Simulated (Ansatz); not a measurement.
# ZrS: energy and stress against strain

This session takes ZrS and sets out to strain the cell along the Voigt pattern (1, -1, 0, 0, 0, 0).

The COD entry's cell or inner coordinates are ideal or old and differ from later refinements, so a difference from it is no clean test against experiment.

Method: DFT r2SCAN, scalar-relativistic, plane waves, PAW, in Ansatz 0.2.0.

## (1) The structure to begin with

It takes space group Fm-3m (No. 225, cubic). Conventional cell: a = 5.250 Å, b = 5.250 Å, c = 5.250 Å, α = 90.00°, β = 90.00°, γ = 90.00°. Around Zr (site symmetry m-3m) lie 6 S at 2.62 Å. Around S (site symmetry m-3m) lie 6 Zr at 2.62 Å.

As a file:

```cif
data_structure
_symmetry_space_group_name_H-M 'Fm-3m'
_symmetry_Int_Tables_number 225
_cell_length_a 5.2500
_cell_length_b 5.2500
_cell_length_c 5.2500
_cell_angle_alpha 90.000
_cell_angle_beta 90.000
_cell_angle_gamma 90.000
_cell_volume 144.70
loop_
_atom_site_label
_atom_site_type_symbol
_atom_site_symmetry_multiplicity
_atom_site_Wyckoff_symbol
_atom_site_fract_x
_atom_site_fract_y
_atom_site_fract_z
_atom_site_occupancy
Zr1 Zr 4 a 0.00000 0.00000 0.00000 1
S1 S 4 b 0.50000 0.00000 0.00000 1
```

No relaxation comes first: the listed cell is the starting point.

## (2) Zero of energy

Reference values: F = -5103.9798 eV; pressure -2.01 GPa; largest force 0.000 eV/Å; gap on the mesh none (metal). It was computed beforehand with the settings of the runs below.

## (3) The scan: energy and stress against strain

The cell is strained by ε times the Voigt pattern (1, -1, 0, 0, 0, 0) (xx, yy, zz, yz, xz, xy; engineering shear), with fractional coordinates fixed (clamped ions). The stress on the pattern is the sum of the stress components weighted by it, tension positive.

## (4) Point ε = -0.0200

Input file input.yaml:

```yaml
crystal:
  lattice:
    - [0.0, 2.6775, 2.625]
    - [2.5725, 0.0, 2.625]
    - [2.5725, 2.6775, 0.0]
  atoms:
    - { symbol: Zr, position: [0.0, 0.0, 0.0] }
    - { symbol: S, position: [0.5, 0.5, 0.5] }
basis:
  ecutwfc: 500
kpoints:
  mp_grid: { grid: [16, 16, 16] }
hamiltonian:
  xc: r2scan
scf:
  occupations: { method: gaussian, width: 0.15 }
output:
  forces: true
  stress: true
  eigenvalues: true
```

Started as:

```bash
$ ansatz run input.yaml --threads 1 --pin off --max-ram 2560MiB --backend cpu --events-out ev --progress --plain --runs-dir out
```

Log, cut to the lines that bear on the results:

```text
Warning: RAYON_NUM_THREADS=1 ignored (pool sized by the plan → 1); use --threads N
[...]
Pseudopotentials: kind: paw
Pseudopotential: Zr, paw, valence charge 12, recommended cutoff 500 eV (meta_gga), Zr.paw.azcp
Pseudopotential: S, paw, valence charge 6, recommended cutoff 500 eV (meta_gga), S.paw.azcp
Functional definition: r2SCAN
[...]
Crystal: 2 atoms, lattice volume = 36.161 Å³
Basis set: ecut = 500 eV, 925 PW (Γ), exchange–correlation on 120×108×120 points (64 copies of the dense FFT grid, shifted against one another)
Bands: 13, of which v1, the nominal top of the filled ones, is band 9 counted from 1 (8 counted from 0)
Symmetry: 8 space group operations
Space group: Fmmm (ITA 69), of the structure as read, at distance tolerance 3.3e-5 Å
k-points: 621 of 4096
[...]
SCF iter   1: F=—  HF=-5103.890707 eV  |F-HF|=—  |Δ(HF+E_count)|=         —  Δρ=7.29e-3  dr2=1.84e-2  dr2_τ=1.66e-2  ethr=1.77e-3  ⟨swp⟩=5.2  Hψ=106465  notcnv=0
[...]
SCF iter   7: F=-5103.956291 eV  HF=-5103.956291 eV  |F-HF|=3.60e-9  |Δ(HF+E_count)|=   2.24e-7  Δρ=6.07e-6  dr2=1.64e-8  dr2_τ=6.11e-10  ethr=5.56e-10  ⟨swp⟩=8.3  Hψ=52147  notcnv=0
[...]
SCF converged after 7 iterations
Free energy (F): -5103.956291 eV
[...]
E sigma→0 (E₀):  -5103.949465 eV
Entropy (-TS):   -0.013653 eV (-6.827 meV/atom)
Fermi energy:    14.814765 eV
[...]
--- Forces (eV/Å), atoms counted from 1 ---
  atom   1  Zr     0.00000000     0.00000000     0.00000000
  atom   2  S      0.00000000     0.00000000     0.00000000
[...]
--- Stress (GPa, compression-positive) ---
        4.085654       0.000000       0.000000
        0.000000      -6.524372       0.000000
        0.000000       0.000000      -2.134769
  P = ⅓ Tr σ = -1.5245 GPa (-15.245 kbar)
--- Band table (eV; the first three rows and the last of 621) ---
  k-point 0: bands = ["-37.0540", "-14.3409", "-14.3307", "-14.3237", "-1.9777", "10.7988", "10.8422", "10.9011", "13.1846", "13.3976", "13.6126", "14.0398", "14.1690", "17.2270", "22.5328", "26.8658", "27.1638"]
[...]
```

It took 22 s on 1 thread of Intel Xeon 6975P-C (Granite Rapids), shared host; peak memory 0.82 GiB.

## (5) At ε = 0.0150

input.yaml, as its differences from that of step 4:

```diff
@@ -2,5 +2,5 @@
   lattice:
-    - [0.0, 2.6775, 2.625]
-    - [2.5725, 0.0, 2.625]
-    - [2.5725, 2.6775, 0.0]
+    - [0.0, 2.585625, 2.625]
+    - [2.664375, 0.0, 2.625]
+    - [2.664375, 2.585625, 0.0]
   atoms:
```

Started as:

```bash
$ ansatz run input.yaml --threads 1 --pin off --max-ram 2560MiB --backend cpu --events-out ev --progress --plain --runs-dir out
```

Log, cut to the lines that bear on the results:

```text
Warning: RAYON_NUM_THREADS=1 ignored (pool sized by the plan → 1); use --threads N
[...]
[... 4 set-up lines as earlier in the session ...]
[...]
Crystal: 2 atoms, lattice volume = 36.168 Å³
Basis set: ecut = 500 eV, 925 PW (Γ), exchange–correlation on 108×120×120 points (64 copies of the dense FFT grid, shifted against one another)
Bands: 13, of which v1, the nominal top of the filled ones, is band 9 counted from 1 (8 counted from 0)
[... 2 set-up lines as earlier in the session ...]
k-points: 621 of 4096
[...]
SCF iter   1: F=—  HF=-5103.900970 eV  |F-HF|=—  |Δ(HF+E_count)|=         —  Δρ=7.28e-3  dr2=1.82e-2  dr2_τ=1.65e-2  ethr=1.77e-3  ⟨swp⟩=5.2  Hψ=106340  notcnv=0
[...]
SCF iter   7: F=-5103.966673 eV  HF=-5103.966673 eV  |F-HF|=4.02e-9  |Δ(HF+E_count)|=   2.16e-7  Δρ=5.97e-6  dr2=1.59e-8  dr2_τ=5.87e-10  ethr=5.56e-10  ⟨swp⟩=8.2  Hψ=52002  notcnv=0
[...]
SCF converged after 7 iterations
Free energy (F): -5103.966673 eV
[...]
E sigma→0 (E₀):  -5103.959889 eV
Entropy (-TS):   -0.013569 eV (-6.785 meV/atom)
Fermi energy:    14.816283 eV
[...]
--- Forces (eV/Å), atoms counted from 1 ---
  atom   1  Zr     0.00000000     0.00000000    -0.00000000
  atom   2  S      0.00000000     0.00000000     0.00000000
[...]
--- Stress (GPa, compression-positive) ---
       -5.497830       0.000000       0.000000
        0.000000       2.387203       0.000000
        0.000000       0.000000      -2.097800
  P = ⅓ Tr σ = -1.7361 GPa (-17.361 kbar)
--- Band table (eV; the first three rows and the last of 621) ---
  k-point 0: bands = ["-37.0584", "-14.3420", "-14.3349", "-14.3293", "-1.9776", "10.8073", "10.8410", "10.8836", "13.2348", "13.3945", "13.5555", "14.0671", "14.1622", "17.1946", "22.5274", "26.9276", "27.1475"]
[...]
```

Wall time 21 s (1 thread of Intel Xeon 6975P-C (Granite Rapids), shared host); peak memory 0.81 GiB.

## (6) At ε = -0.0100

input.yaml, as its differences from that of step 5:

```diff
@@ -2,5 +2,5 @@
   lattice:
-    - [0.0, 2.585625, 2.625]
-    - [2.664375, 0.0, 2.625]
-    - [2.664375, 2.585625, 0.0]
+    - [0.0, 2.65125, 2.625]
+    - [2.59875, 0.0, 2.625]
+    - [2.59875, 2.65125, 0.0]
   atoms:
```

Started as:

```bash
$ ansatz run input.yaml --threads 1 --pin off --max-ram 2560MiB --backend cpu --events-out ev --progress --plain --runs-dir out
```

Log, cut to the lines that bear on the results:

```text
Warning: RAYON_NUM_THREADS=1 ignored (pool sized by the plan → 1); use --threads N
[...]
[... 4 set-up lines as earlier in the session ...]
[...]
Crystal: 2 atoms, lattice volume = 36.172 Å³
Basis set: ecut = 500 eV, 925 PW (Γ), exchange–correlation on 120×108×120 points (64 copies of the dense FFT grid, shifted against one another)
Bands: 13, of which v1, the nominal top of the filled ones, is band 9 counted from 1 (8 counted from 0)
[... 2 set-up lines as earlier in the session ...]
k-points: 621 of 4096
[...]
SCF iter   1: F=—  HF=-5103.908202 eV  |F-HF|=—  |Δ(HF+E_count)|=         —  Δρ=7.26e-3  dr2=1.79e-2  dr2_τ=1.63e-2  ethr=1.77e-3  ⟨swp⟩=5.2  Hψ=106454  notcnv=0
[...]
SCF iter   7: F=-5103.974009 eV  HF=-5103.974009 eV  |F-HF|=4.52e-9  |Δ(HF+E_count)|=   2.15e-7  Δρ=6.01e-6  dr2=1.64e-8  dr2_τ=5.86e-10  ethr=5.56e-10  ⟨swp⟩=8.2  Hψ=51888  notcnv=0
[...]
SCF converged after 7 iterations
Free energy (F): -5103.974009 eV
[...]
E sigma→0 (E₀):  -5103.967210 eV
Entropy (-TS):   -0.013598 eV (-6.799 meV/atom)
Fermi energy:    14.818331 eV
[...]
--- Forces (eV/Å), atoms counted from 1 ---
  atom   1  Zr     0.00000000     0.00000000     0.00000000
  atom   2  S      0.00000000     0.00000000     0.00000000
[...]
--- Stress (GPa, compression-positive) ---
        0.797779       0.000000       0.000000
        0.000000      -4.403439       0.000000
        0.000000       0.000000      -2.054715
  P = ⅓ Tr σ = -1.8868 GPa (-18.868 kbar)
--- Band table (eV; the first three rows and the last of 621) ---
  k-point 0: bands = ["-37.0614", "-14.3422", "-14.3377", "-14.3337", "-1.9776", "10.8169", "10.8402", "10.8676", "13.2858", "13.3924", "13.4995", "14.0909", "14.1533", "17.1712", "22.5236", "26.9917", "27.1359"]
[...]
```

It took 22 s on 1 thread of Intel Xeon 6975P-C (Granite Rapids), shared host; peak memory 0.91 GiB.

## (7) ε = 0.0050

input.yaml, as its differences from that of step 6:

```diff
@@ -2,5 +2,5 @@
   lattice:
-    - [0.0, 2.65125, 2.625]
-    - [2.59875, 0.0, 2.625]
-    - [2.59875, 2.65125, 0.0]
+    - [0.0, 2.611875, 2.625]
+    - [2.638125, 0.0, 2.625]
+    - [2.638125, 2.611875, 0.0]
   atoms:
```

Started as:

```bash
$ ansatz run input.yaml --threads 1 --pin off --max-ram 2560MiB --backend cpu --events-out ev --progress --plain --runs-dir out
```

Log, cut to the lines that bear on the results:

```text
[...]
SCF converged after 7 iterations
Free energy (F): -5103.978361 eV
[...]
E sigma→0 (E₀):  -5103.971518 eV
Entropy (-TS):   -0.013687 eV (-6.844 meV/atom)
Fermi energy:    14.820077 eV
[...]
--- Forces (eV/Å), atoms counted from 1 ---
  atom   1  Zr     0.00000000    -0.00000000     0.00000000
  atom   2  S      0.00000000     0.00000000     0.00000000
[...]
--- Stress (GPa, compression-positive) ---
       -3.243720       0.000000      -0.000000
        0.000000      -0.666530      -0.000000
       -0.000000      -0.000000      -2.019912
  P = ⅓ Tr σ = -1.9767 GPa (-19.767 kbar)
--- Band table (eV; the first three rows and the last of 621) ---
  k-point 0: bands = ["-37.0631", "-14.3414", "-14.3393", "-14.3372", "-1.9776", "10.8277", "10.8398", "10.8529", "13.3378", "13.3911", "13.4446", "14.1111", "14.1421", "17.1570", "22.5214", "27.0580", "27.1289"]
[...]
```

Wall time 21 s (1 thread of Intel Xeon 6975P-C (Granite Rapids), shared host); peak memory 0.91 GiB.

## (8) Point ε = 0.0175

input.yaml, as its differences from that of step 7:

```diff
@@ -2,5 +2,5 @@
   lattice:
-    - [0.0, 2.611875, 2.625]
-    - [2.638125, 0.0, 2.625]
-    - [2.638125, 2.611875, 0.0]
+    - [0.0, 2.5790625, 2.625]
+    - [2.6709375, 0.0, 2.625]
+    - [2.6709375, 2.5790625, 0.0]
   atoms:
```

Started as:

```bash
$ ansatz run input.yaml --threads 1 --pin off --max-ram 2560MiB --backend cpu --events-out ev --progress --plain --runs-dir out
```

Log, cut to the lines that bear on the results:

```text
[...]
SCF converged after 7 iterations
Free energy (F): -5103.961868 eV
[...]
E sigma→0 (E₀):  -5103.955070 eV
Entropy (-TS):   -0.013596 eV (-6.798 meV/atom)
Fermi energy:    14.815412 eV
[...]
--- Forces (eV/Å), atoms counted from 1 ---
  atom   1  Zr     0.00000000    -0.00000000     0.00000000
  atom   2  S      0.00000000     0.00000000    -0.00000000
[...]
--- Stress (GPa, compression-positive) ---
       -6.020062       0.000000      -0.000000
        0.000000       3.224048      -0.000000
       -0.000000      -0.000000      -2.117794
  P = ⅓ Tr σ = -1.6379 GPa (-16.379 kbar)
--- Band table (eV; the first three rows and the last of 621) ---
  k-point 0: bands = ["-37.0564", "-14.3416", "-14.3330", "-14.3266", "-1.9776", "10.8029", "10.8416", "10.8922", "13.2096", "13.3959", "13.5839", "14.0539", "14.1659", "17.2097", "22.5299", "26.8964", "27.1551"]
[...]
```

Run time: 21 s. Hardware: 1 thread of Intel Xeon 6975P-C (Granite Rapids), shared host; peak memory 0.82 GiB.

## (9) Point ε = 0.0125

input.yaml, as its differences from that of step 8:

```diff
@@ -2,5 +2,5 @@
   lattice:
-    - [0.0, 2.5790625, 2.625]
-    - [2.6709375, 0.0, 2.625]
-    - [2.6709375, 2.5790625, 0.0]
+    - [0.0, 2.5921875, 2.625]
+    - [2.6578125, 0.0, 2.625]
+    - [2.6578125, 2.5921875, 0.0]
   atoms:
```

Started as:

```bash
$ ansatz run input.yaml --threads 1 --pin off --max-ram 2560MiB --backend cpu --events-out ev --progress --plain --runs-dir out
```

Log, cut to the lines that bear on the results:

```text
Warning: RAYON_NUM_THREADS=1 ignored (pool sized by the plan → 1); use --threads N
[...]
[... 4 set-up lines as earlier in the session ...]
[...]
Crystal: 2 atoms, lattice volume = 36.170 Å³
Basis set: ecut = 500 eV, 925 PW (Γ), exchange–correlation on 108×120×120 points (64 copies of the dense FFT grid, shifted against one another)
Bands: 13, of which v1, the nominal top of the filled ones, is band 9 counted from 1 (8 counted from 0)
[... 2 set-up lines as earlier in the session ...]
k-points: 621 of 4096
[...]
SCF iter   1: F=—  HF=-5103.904961 eV  |F-HF|=—  |Δ(HF+E_count)|=         —  Δρ=7.26e-3  dr2=1.80e-2  dr2_τ=1.64e-2  ethr=1.77e-3  ⟨swp⟩=5.2  Hψ=106498  notcnv=0
[...]
SCF iter   7: F=-5103.970718 eV  HF=-5103.970718 eV  |F-HF|=5.15e-9  |Δ(HF+E_count)|=   2.21e-7  Δρ=6.29e-6  dr2=1.83e-8  dr2_τ=6.34e-10  ethr=5.56e-10  ⟨swp⟩=8.2  Hψ=52032  notcnv=0
[...]
SCF converged after 7 iterations
Free energy (F): -5103.970718 eV
[...]
E sigma→0 (E₀):  -5103.963933 eV
Entropy (-TS):   -0.013571 eV (-6.786 meV/atom)
Fermi energy:    14.817285 eV
[...]
--- Forces (eV/Å), atoms counted from 1 ---
  atom   1  Zr     0.00000000     0.00000000     0.00000000
  atom   2  S      0.00000000     0.00000000     0.00000000
[...]
--- Stress (GPa, compression-positive) ---
       -4.958662      -0.000000      -0.000000
       -0.000000       1.577621      -0.000000
       -0.000000      -0.000000      -2.076158
  P = ⅓ Tr σ = -1.8191 GPa (-18.191 kbar)
--- Band table (eV; the first three rows and the last of 621) ---
  k-point 0: bands = ["-37.0601", "-14.3422", "-14.3365", "-14.3316", "-1.9776", "10.8120", "10.8406", "10.8754", "13.2602", "13.3933", "13.5273", "14.0794", "14.1580", "17.1817", "22.5253", "26.9594", "27.1411"]
[...]
```

Run time: 22 s. Hardware: 1 thread of Intel Xeon 6975P-C (Granite Rapids), shared host; peak memory 0.9 GiB.

## (10) At ε = 0.0075

input.yaml, as its differences from that of step 9:

```diff
@@ -2,5 +2,5 @@
   lattice:
-    - [0.0, 2.5921875, 2.625]
-    - [2.6578125, 0.0, 2.625]
-    - [2.6578125, 2.5921875, 0.0]
+    - [0.0, 2.6053125, 2.625]
+    - [2.6446875, 0.0, 2.625]
+    - [2.6446875, 2.6053125, 0.0]
   atoms:
```

Started as:

```bash
$ ansatz run input.yaml --threads 1 --pin off --max-ram 2560MiB --backend cpu --events-out ev --progress --plain --runs-dir out
```

Log, cut to the lines that bear on the results:

```text
[...]
SCF converged after 7 iterations
Free energy (F): -5103.976553 eV
[...]
E sigma→0 (E₀):  -5103.969733 eV
Entropy (-TS):   -0.013641 eV (-6.820 meV/atom)
Fermi energy:    14.819299 eV
[...]
--- Forces (eV/Å), atoms counted from 1 ---
  atom   1  Zr     0.00000000     0.00000000     0.00000000
  atom   2  S     -0.00000000    -0.00000000    -0.00000000
[...]
--- Stress (GPa, compression-positive) ---
       -3.832113       0.000000      -0.000000
        0.000000       0.049493      -0.000000
       -0.000000      -0.000000      -2.035347
  P = ⅓ Tr σ = -1.9393 GPa (-19.393 kbar)
--- Band table (eV; the first three rows and the last of 621) ---
  k-point 0: bands = ["-37.0624", "-14.3419", "-14.3386", "-14.3356", "-1.9776", "10.8221", "10.8400", "10.8601", "13.3117", "13.3916", "13.4719", "14.1014", "14.1480", "17.1630", "22.5223", "27.0246", "27.1319"]
[...]
```

Wall time 22 s (1 thread of Intel Xeon 6975P-C (Granite Rapids), shared host); peak memory 0.81 GiB.

## (11) Point ε = 0.0025

input.yaml, as its differences from that of step 10:

```diff
@@ -2,5 +2,5 @@
   lattice:
-    - [0.0, 2.6053125, 2.625]
-    - [2.6446875, 0.0, 2.625]
-    - [2.6446875, 2.6053125, 0.0]
+    - [0.0, 2.6184375, 2.625]
+    - [2.6315625, 0.0, 2.625]
+    - [2.6315625, 2.6184375, 0.0]
   atoms:
```

Started as:

```bash
$ ansatz run input.yaml --threads 1 --pin off --max-ram 2560MiB --backend cpu --events-out ev --progress --plain --runs-dir out
```

Log, cut to the lines that bear on the results:

```text
Warning: RAYON_NUM_THREADS=1 ignored (pool sized by the plan → 1); use --threads N
[...]
[... 4 set-up lines as earlier in the session ...]
[...]
Crystal: 2 atoms, lattice volume = 36.176 Å³
Basis set: ecut = 500 eV, 941 PW (Γ), exchange–correlation on 120×120×120 points (64 copies of the dense FFT grid, shifted against one another)
Bands: 13, of which v1, the nominal top of the filled ones, is band 9 counted from 1 (8 counted from 0)
[... 2 set-up lines as earlier in the session ...]
k-points: 621 of 4096
[...]
SCF iter   1: F=—  HF=-5103.913563 eV  |F-HF|=—  |Δ(HF+E_count)|=         —  Δρ=7.24e-3  dr2=1.77e-2  dr2_τ=1.63e-2  ethr=1.77e-3  ⟨swp⟩=5.2  Hψ=106463  notcnv=0
[...]
SCF iter   7: F=-5103.979444 eV  HF=-5103.979444 eV  |F-HF|=5.88e-9  |Δ(HF+E_count)|=   2.20e-7  Δρ=6.31e-6  dr2=1.85e-8  dr2_τ=6.28e-10  ethr=5.56e-10  ⟨swp⟩=8.2  Hψ=51700  notcnv=0
[...]
SCF converged after 7 iterations
Free energy (F): -5103.979444 eV
[...]
E sigma→0 (E₀):  -5103.972583 eV
Entropy (-TS):   -0.013722 eV (-6.861 meV/atom)
Fermi energy:    14.820588 eV
[...]
--- Forces (eV/Å), atoms counted from 1 ---
  atom   1  Zr     0.00000000     0.00000000     0.00000000
  atom   2  S      0.00000000     0.00000000     0.00000000
[...]
--- Stress (GPa, compression-positive) ---
       -2.636255       0.000000       0.000000
        0.000000      -1.351124       0.000000
        0.000000       0.000000      -2.009999
  P = ⅓ Tr σ = -1.9991 GPa (-19.991 kbar)
--- Band table (eV; the first three rows and the last of 621) ---
  k-point 0: bands = ["-37.0636", "-14.3407", "-14.3397", "-14.3386", "-1.9776", "10.8335", "10.8397", "10.8461", "13.3641", "13.3908", "13.4175", "14.1200", "14.1355", "17.1535", "22.5208", "27.0920", "27.1272"]
[...]
```

Run time: 21 s. Hardware: 1 thread of Intel Xeon 6975P-C (Granite Rapids), shared host; peak memory 0.92 GiB.

## (12) All points together

The scan, with free energies counted from the undisturbed cell:

| ε | ΔE (meV/atom) | stress on the pattern (GPa) | pressure (GPa) |
| --- | --- | --- | --- |
| -0.0200 | 11.8 | -10.61 | -1.5 |
| -0.0100 | 2.9 | -5.20 | -1.9 |
| 0.0000 | 0.0 | 0.00 | -2.0 |
| 0.0025 | 0.2 | 1.29 | -2.0 |
| 0.0050 | 0.7 | 2.58 | -2.0 |
| 0.0075 | 1.6 | 3.88 | -1.9 |
| 0.0125 | 4.5 | 6.54 | -1.8 |
| 0.0150 | 6.6 | 7.89 | -1.7 |
| 0.0175 | 9.0 | 9.24 | -1.6 |

Not run, since symmetry makes them alike: 0.0200 repeats -0.0200, -0.0150 repeats 0.0150, 0.0100 repeats -0.0100, -0.0050 repeats 0.0050. Energy, pressure and gap are the same there.

## (13) Outcome

| quantity | value |
| --- | --- |
| slope of the stress at ε = 0, from the points at -0.0100, 0 and 0.0025 | 515 GPa |

From the stress slope, C11 + C22 − 2 C12 is about 515 GPa with the ions clamped; letting the atoms relax could not make it stiffer. The reference stands under -2.0 GPa, so this is no zero-stress constant. No sampled point lies below the undisturbed cell.
